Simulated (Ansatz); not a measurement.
**Zr(NH2)Cl3 (Cl3H2NZr): structure and electronic state**

Aim: characterise Zr(NH2)Cl3 (Cl3H2NZr) as a singlet: its structure, frontier levels and distribution of charge.

The runs use Ansatz 0.2.0, Gaussian basis; RKS PBE0-D4/def2-TZVP.

Levels to be run: relaxation at PBE-D4/def2-SVP; a search for the lowest solution at PBE0-D4/def2-SVP; a single point at PBE0-D4/def2-TZVP; harmonic vibrations at PBE-D4/def2-SVP.

4 further runs of the same task are left out: 4 set aside as unsound or not needed.

### Step 1. Starting geometry

7 atoms, charge 0, spin multiplicity 1.

Atoms are counted from 1 here; the program's logs count them from 0.

Bond lengths: Zr1–N2 1.984 Å, Zr1–Cl5 2.272 Å, Zr1–Cl6 2.273 Å, Zr1–Cl7 2.273 Å, N2–H3 1.024 Å, N2–H4 1.025 Å. Angles: N2–Zr1–Cl5 114.7°, N2–Zr1–Cl6 114.7°, N2–Zr1–Cl7 115.7°, Cl5–Zr1–Cl6 104.5°, Cl5–Zr1–Cl7 103.1°, Cl6–Zr1–Cl7 102.6°, Zr1–N2–H3 126.7°, Zr1–N2–H4 126.1°, H3–N2–H4 107.2°.

Coordinates:

```xyz
7

Zr    0.00189   -0.00560   -0.61151
N     0.01111    0.02086    1.37181
H     0.76430   -0.30423    1.98497
H    -0.75027    0.34798    1.97511
Cl    2.06102   -0.02851   -1.57150
Cl   -1.05573    1.75838   -1.57878
Cl   -1.03232   -1.78888   -1.57010
```

Formally the metal is d0. Zr takes a core potential in the def2 sets. No spin-orbit coupling is included.

The start is a GFN2-xTB geometry.

### Step 2. Relaxation at PBE-D4/def2-SVP

Contents of in.yaml:

```yaml
crystal:
  periodic: [false, false, false]
  atoms:
    - {symbol: Zr, position_ang: [0.001890, -0.005600, -0.611510]}
    - {symbol: N, position_ang: [0.011110, 0.020860, 1.371810]}
    - {symbol: H, position_ang: [0.764300, -0.304230, 1.984970]}
    - {symbol: H, position_ang: [-0.750270, 0.347980, 1.975110]}
    - {symbol: Cl, position_ang: [2.061020, -0.028510, -1.571500]}
    - {symbol: Cl, position_ang: [-1.055730, 1.758380, -1.578780]}
    - {symbol: Cl, position_ang: [-1.032320, -1.788880, -1.570100]}
basis:
  gaussian: {orbitals: def2-SVP}
hamiltonian: {xc: pbe, dispersion: d4}
scf: {omitted_lower_state_checks: [starts]}
output: {orbitals: {seedname: orbitals}}
relax: {f_tol: 0.02, max_steps: 100}
```

The run is started by

```sh
$ ansatz run in.yaml --threads 2 --pin off --events-out ev --progress --plain --max-ram 4352MiB
```

Log, shortened:

```text
Functional definition: PBE
  name "PBE"
  cite "Perdew, Burke & Ernzerhof, Phys. Rev. Lett. 77, 3865 (1996) doi:10.1103/PhysRevLett.77.3865"
  parent pbe
[...]
1151 factors; their error is unknown
[...]
mean field -40348.82709004 eV, -1482.7920461416 hartree, gradient 2.8e-5 eV, S^2 0.000000; 0 other end points of the search recorded, 0 dependent functions left out
[...]
reference -40348.82717447 eV, -1482.7920492443 hartree; 36, 36 occupied and 73, 73 virtual orbitals, 1151 factors
relax step   1: F+E_penalty+E_count = -40349.06935603 eV  Δ(F+E_penalty+E_count) = +0.000e0 eV  max|allowed force component| = 1.401e0 eV/Å  Δτ_max = 0.0000 Å  (27 SCF iters, accepted)
[...]
relax step   5: F+E_penalty+E_count = -40349.38011464 eV  Δ(F+E_penalty+E_count) = -2.213e-3 eV  max|allowed force component| = 3.554e-2 eV/Å  Δτ_max = 0.0156 Å  (30 SCF iters, accepted)
[...]
relax step   6: F+E_penalty+E_count = -40349.38023192 eV  Δ(F+E_penalty+E_count) = -1.173e-4 eV  max|allowed force component| = 4.960e-3 eV/Å  Δτ_max = 0.0048 Å  (30 SCF iters, accepted)
[...]
1151 factors; their error is unknown
mean field -40349.14963191 eV, -1482.8038993366 hartree, gradient 2.5e-5 eV, S^2 0.000000; 0 other end points of the search recorded, 0 dependent functions left out
[...]
reference -40349.14971734 eV, -1482.8039024764 hartree; 36, 36 occupied and 73, 73 virtual orbitals, 1151 factors
Total energy: -40349.38031736 eV, -1482.8123768705 hartree
Atom 0 at     0.015879     0.013111    -0.730954 Å, force    -0.000632     0.001181     0.004960 eV/Å
Atom 1 at     0.018275     0.032038     1.272124 Å, force     0.001007     0.002232     0.001576 eV/Å
Atom 2 at     0.774582    -0.314003     1.875998 Å, force     0.000775    -0.001298    -0.002238 eV/Å
Atom 3 at    -0.758704     0.350192     1.865276 Å, force    -0.000401    -0.000005     0.000093 eV/Å
Atom 4 at     2.265563    -0.060737    -1.412099 Å, force     0.000397    -0.001831     0.000048 eV/Å
Atom 5 at    -1.192094     1.908165    -1.430595 Å, force    -0.001691    -0.001725    -0.001800 eV/Å
Atom 6 at    -1.123501    -1.928767    -1.439750 Å, force     0.000544     0.001447    -0.002639 eV/Å
Dipole moment:     0.046256     0.049264     0.622690 e Å
Checks for a lower state left out: starts
```

Run time: 15 s. Hardware: 2 threads of Arm Neoverse V2, shared host.

Relaxation path:

| step | energy from step 1 (eV) | largest force component (eV/Å) |
| --- | --- | --- |
| 1 | 0.0000 | 1.4014 |
| 2 | -0.2659 | 0.4361 |
| 3 | -0.3045 | 0.1849 |
| 4 | -0.3085 | 0.2890 |
| 5 | -0.3108 | 0.0355 |
| 6 | -0.3109 | 0.0050 |

Distances of close pairs at the start and the end, largest changes first:

| bond | before (Å) | after (Å) | change (Å) |
| --- | --- | --- | --- |
| Zr1–Cl7 | 2.273 | 2.360 | +0.087 |
| Zr1–Cl6 | 2.273 | 2.354 | +0.081 |
| Zr1–Cl5 | 2.272 | 2.352 | +0.080 |
| Zr1–N2 | 1.984 | 2.003 | +0.020 |
| N2–H3 | 1.024 | 1.028 | +0.004 |
| N2–H4 | 1.025 | 1.028 | +0.003 |

Bonds by kind at the end (by distance):

| bond | count | shortest (Å) | longest (Å) |
| --- | --- | --- | --- |
| Cl–Zr | 3 | 2.352 | 2.360 |
| N–Zr | 1 | 2.003 | 2.003 |
| H–N | 2 | 1.028 | 1.028 |

### Step 3. Searching for the lowest solution, PBE0-D4/def2-SVP

start.molden holds the orbitals of an earlier run on this state, given as this run's starting guess.

Contents of in.yaml:

```yaml
crystal:
  periodic: [false, false, false]
  atoms:
    - {symbol: Zr, position_ang: [0.015879, 0.013111, -0.730954]}
    - {symbol: N, position_ang: [0.018275, 0.032038, 1.272124]}
    - {symbol: H, position_ang: [0.774582, -0.314003, 1.875998]}
    - {symbol: H, position_ang: [-0.758704, 0.350192, 1.865276]}
    - {symbol: Cl, position_ang: [2.265563, -0.060737, -1.412099]}
    - {symbol: Cl, position_ang: [-1.192094, 1.908165, -1.430595]}
    - {symbol: Cl, position_ang: [-1.123501, -1.928767, -1.439750]}
basis:
  gaussian: {orbitals: def2-SVP, initial_orbitals: start.molden}
hamiltonian: {xc: pbe0, dispersion: d4}
output: {orbitals: {seedname: orbitals}}
```

The command is unchanged.

Log:

```text
Functional definition: PBE0
  name "PBE0"
  cite "Adamo & Barone, J. Chem. Phys. 110, 6158 (1999) doi:10.1063/1.478522"
  cite "Perdew, Burke & Ernzerhof, Phys. Rev. Lett. 77, 3865 (1996) doi:10.1103/PhysRevLett.77.3865"
  parent pbe
  parameter a = 0.25
  parameter kappa = 0.804
  parameter beta = 0.06672455060314922
  exchange = (1 - a)*pbe_x(kappa = kappa, mu = beta*pi^2/3) + a*exact_x
  correlation = pbe_c(beta = beta)
1051 factors; integrals over basis functions are off by at most 9.3e-4 eV
mean field evaluation 1: about -40351.3412 eV, gradient 8.0e0 eV
mean field evaluation 2: about -40351.4616 eV, gradient 2.1e-1 eV
mean field evaluation 4: about -40351.5871 eV, gradient 1.5e-3 eV
mean field evaluation 8: about -40344.6845 eV, gradient 5.7e1 eV
mean field evaluation 16: about -40351.5869 eV, gradient 2.5e-1 eV
mean field -40351.58706463 eV, -1482.8934733372 hartree, gradient 3.4e-5 eV, S^2 0.000000; 1 other end points of the search recorded, 0 dependent functions left out
reference -40351.58713037 eV, -1482.8934757531 hartree; 36, 36 occupied and 73, 73 virtual orbitals, 1051 factors
Total energy: -40351.79030816 eV, -1482.9009423992 hartree
```

It took 3.4 s on 2 threads of Arm Neoverse V2, shared host.

HOMO -8.32 eV, LUMO -2.18 eV.

### Step 4. Single point, PBE0-D4/def2-TZVP

Changes to in.yaml since step 3:

```diff
@@ -11,4 +11,5 @@
 basis:
-  gaussian: {orbitals: def2-SVP, initial_orbitals: start.molden}
+  gaussian: {orbitals: def2-TZVP, initial_orbitals: start.molden}
 hamiltonian: {xc: pbe0, dispersion: d4}
+scf: {omitted_lower_state_checks: [starts]}
 output: {orbitals: {seedname: orbitals}}
```

The command is unchanged.

Log:

```text
Functional definition: PBE0
  name "PBE0"
  cite "Adamo & Barone, J. Chem. Phys. 110, 6158 (1999) doi:10.1063/1.478522"
  cite "Perdew, Burke & Ernzerhof, Phys. Rev. Lett. 77, 3865 (1996) doi:10.1103/PhysRevLett.77.3865"
  parent pbe
  parameter a = 0.25
  parameter kappa = 0.804
  parameter beta = 0.06672455060314922
  exchange = (1 - a)*pbe_x(kappa = kappa, mu = beta*pi^2/3) + a*exact_x
  correlation = pbe_c(beta = beta)
these checks for a lower state are left out or cut short: starts
1446 factors; their error is unknown
mean field evaluation 1: about -40363.3630 eV, gradient 1.8e2 eV
mean field evaluation 2: about -40366.2040 eV, gradient 3.8e0 eV
mean field evaluation 4: about -40366.3778 eV, gradient 2.3e-1 eV
mean field -40366.37784927 eV, -1483.4370246469 hartree, gradient 7.6e-5 eV, S^2 0.000000; 0 other end points of the search recorded, 0 dependent functions left out
reference -40366.37789826 eV, -1483.4370264473 hartree; 36, 36 occupied and 158, 158 virtual orbitals, 1446 factors
Total energy: -40366.58107605 eV, -1483.4444930934 hartree
Checks for a lower state left out: starts
```

It took 4.7 s on 2 threads of Arm Neoverse V2, shared host; peak memory 0.58 GiB.

HOMO -8.40 eV, LUMO -2.29 eV.

Mulliken charges, from this run's orbitals:

| atom | value (e) |
| --- | --- |
| Zr1 | 1.41 |
| N2 | -0.81 |
| H3 | 0.27 |
| H4 | 0.27 |
| Cl5 | -0.38 |
| Cl6 | -0.38 |
| Cl7 | -0.38 |

Largest Mayer bond orders: Zr1–N2 1.09; Zr1–Cl5 1.06; Zr1–Cl6 1.06; Zr1–Cl7 1.04; N2–H3 0.90; N2–H4 0.90.

Orbitals, density, ELF and potential are computed afterwards from the orbital file.

Frontier orbitals at PBE0-D4/def2-TZVP, with the share of their density that lies nearest to each atom:

| orbital | energy (eV) | lies on |
| --- | --- | --- |
| HOMO | -8.40 | N2 59 %; Cl7 15 %; H3, H4 about 7 % each |
| LUMO | -2.29 | Zr1 71 %; Cl5, Cl6 about 8 % each |

ELF in a plane through or near 4 of the atoms.

Values, 10 rows by 14 columns:
```
0.00 0.00 0.00 0.00 0.00 0.00 0.00 0.00 0.00 0.00 0.00 0.00 0.00 0.00
0.00 0.00 0.01 0.11 0.27 0.32 0.20 0.04 0.00 0.00 0.00 0.00 0.00 0.00
0.00 0.01 0.15 0.62 0.81 0.83 0.72 0.29 0.02 0.00 0.00 0.00 0.00 0.00
0.00 0.01 0.16 0.63 0.81 0.81 0.64 0.09 0.02 0.49 0.77 0.35 0.00 0.00
0.00 0.00 0.02 0.09 0.10 0.49 0.73 0.07 0.56 0.94 0.98 0.58 0.03 0.00
0.00 0.00 0.01 0.02 0.27 0.72 0.50 0.26 0.74 0.45 0.67 0.12 0.01 0.00
0.00 0.00 0.04 0.24 0.39 0.21 0.12 0.02 0.22 0.91 0.96 0.62 0.01 0.00
0.00 0.00 0.08 0.41 0.63 0.67 0.51 0.08 0.00 0.04 0.12 0.01 0.00 0.00
0.00 0.00 0.01 0.10 0.22 0.25 0.14 0.02 0.00 0.00 0.00 0.00 0.00 0.00
0.00 0.00 0.00 0.00 0.00 0.00 0.00 0.00 0.00 0.00 0.00 0.00 0.00 0.00
```
The map spans 9.0 Å across and 9.4 Å up, centred on the molecule. Atoms in the plane (x, y in Å): Zr1 (-0.7, 0.0), N2 (1.3, 0.0), H3 (1.9, 0.8), H4 (1.9, -0.9).

On the surface of density 0.002 e/bohr³ the electrostatic potential runs, from the 1st to the 99th percentile, from -0.41 V near Cl7 to 2.41 V near Zr1.

### Step 5. Vibrations by finite differences

Changes to in.yaml since step 4:

```diff
@@ -11,5 +11,5 @@
 basis:
-  gaussian: {orbitals: def2-TZVP, initial_orbitals: start.molden}
-hamiltonian: {xc: pbe0, dispersion: d4}
+  gaussian: {orbitals: def2-SVP}
+hamiltonian: {xc: pbe, dispersion: d4}
 scf: {omitted_lower_state_checks: [starts]}
-output: {orbitals: {seedname: orbitals}}
+phonons: {temperatures: {t_min: 298.15, t_max: 900, t_step: 200}}
```

Same command.

Log, shortened:

```text
Functional definition: PBE
  name "PBE"
  cite "Perdew, Burke & Ernzerhof, Phys. Rev. Lett. 77, 3865 (1996) doi:10.1103/PhysRevLett.77.3865"
  parent pbe
[...]
1151 factors; their error is unknown
[...]
mean field -40349.14963034 eV, -1482.8038992791 hartree, gradient 5.4e-6 eV, S^2 0.000000; 0 other end points of the search recorded, 0 dependent functions left out
[...]
reference -40349.14971619 eV, -1482.8039024338 hartree; 36, 36 occupied and 73, 73 virtual orbitals, 1151 factors
[...]
1151 factors; their error is unknown
mean field -40349.14955250 eV, -1482.8038964185 hartree, gradient 2.5e-6 eV, S^2 0.000000; 0 other end points of the search recorded, 0 dependent functions left out
[...]
reference -40349.14963834 eV, -1482.8038995732 hartree; 36, 36 occupied and 73, 73 virtual orbitals, 1151 factors
[...]
1151 factors; their error is unknown
[...]
Total energy: -40349.38031619 eV, -1482.8123768278 hartree
Atom 0 at     0.015879     0.013111    -0.730954 Å, force    -0.000691     0.000954     0.004842 eV/Å
Atom 1 at     0.018275     0.032038     1.272124 Å, force     0.001007     0.002209     0.001578 eV/Å
Atom 2 at     0.774582    -0.314003     1.875998 Å, force     0.000759    -0.001283    -0.002231 eV/Å
Atom 3 at    -0.758704     0.350192     1.865276 Å, force    -0.000408     0.000002     0.000092 eV/Å
Atom 4 at     2.265563    -0.060737    -1.412099 Å, force     0.000370    -0.001731     0.000048 eV/Å
Atom 5 at    -1.192094     1.908165    -1.430595 Å, force    -0.001616    -0.001647    -0.001783 eV/Å
Atom 6 at    -1.123501    -1.928767    -1.439750 Å, force     0.000580     0.001497    -0.002546 eV/Å
Dipole moment:     0.046257     0.049263     0.622690 e Å
Vibrations: 12.14 88.92 101.75 130.62 138.85 141.37 363.57 390.42 402.53 457.58 475.92 660.44 1433.82 3439.87 3533.68 cm⁻¹, zero-point energy 0.729737 eV
Checks for a lower state left out: starts
```

Wall time 58 s (2 threads of Arm Neoverse V2, shared host).

Motions are named by where the mode's potential energy lies. The modes, unscaled (a negative number is an imaginary wavenumber):

| mode | cm⁻¹ | motion |
| --- | --- | --- |
| 1 | 12 | torsion with bend |
| 2 | 89 | bend with torsion |
| 3 | 102 | bend |
| 4 | 131 | torsion with bend |
| 5 | 139 | bend |
| 6 | 141 | bend |
| 7 | 364 | Zr–Cl stretch |
| 8 | 390 | Zr–Cl stretch with bend |
| 9 | 403 | Zr–Cl stretch |
| 10 | 458 | bend with Zr–Cl stretch |
| 11 | 476 | torsion |
| 12 | 660 | Zr–N stretch |
| 13 | 1434 | bend |
| 14 | 3440 | N–H stretch |
| 15 | 3534 | N–H stretch |

### Step 6. Results

```
                                         quantity                                value
                                      point group                                   C1
                     near neighbours of the metal  N 2.00, Cl 2.35, Cl 2.35, Cl 2.36 Å
                  HOMO, LUMO at PBE0-D4/def2-TZVP                      -8.40, -2.29 eV
charge on the metal (Mulliken, PBE0-D4/def2-TZVP)                              +1.41 e
                        dipole at PBE-D4/def2-SVP                               3.01 D
                       lowest, highest wavenumber                        12, 3534 cm⁻¹
```

In words: The molecule keeps its bonding pattern by the stored test; the atoms moved 0.18 Å (rms). The metal has 4 near neighbours by the distance rule, from 2.00 to 2.36 Å. The Mulliken charge of the metal, +1.41 e, depends on the basis and isn't its oxidation state. All wavenumbers are real: a minimum at this level. The HOMO lies nearest to N2 59 %; Cl7 15 % and the LUMO to Zr1 71 %; Cl5, Cl6 about 8 % each. Whether this spin is the lowest isn't tested here. The point group is read from a loosely relaxed geometry; soft torsions can leave it below the true symmetry.
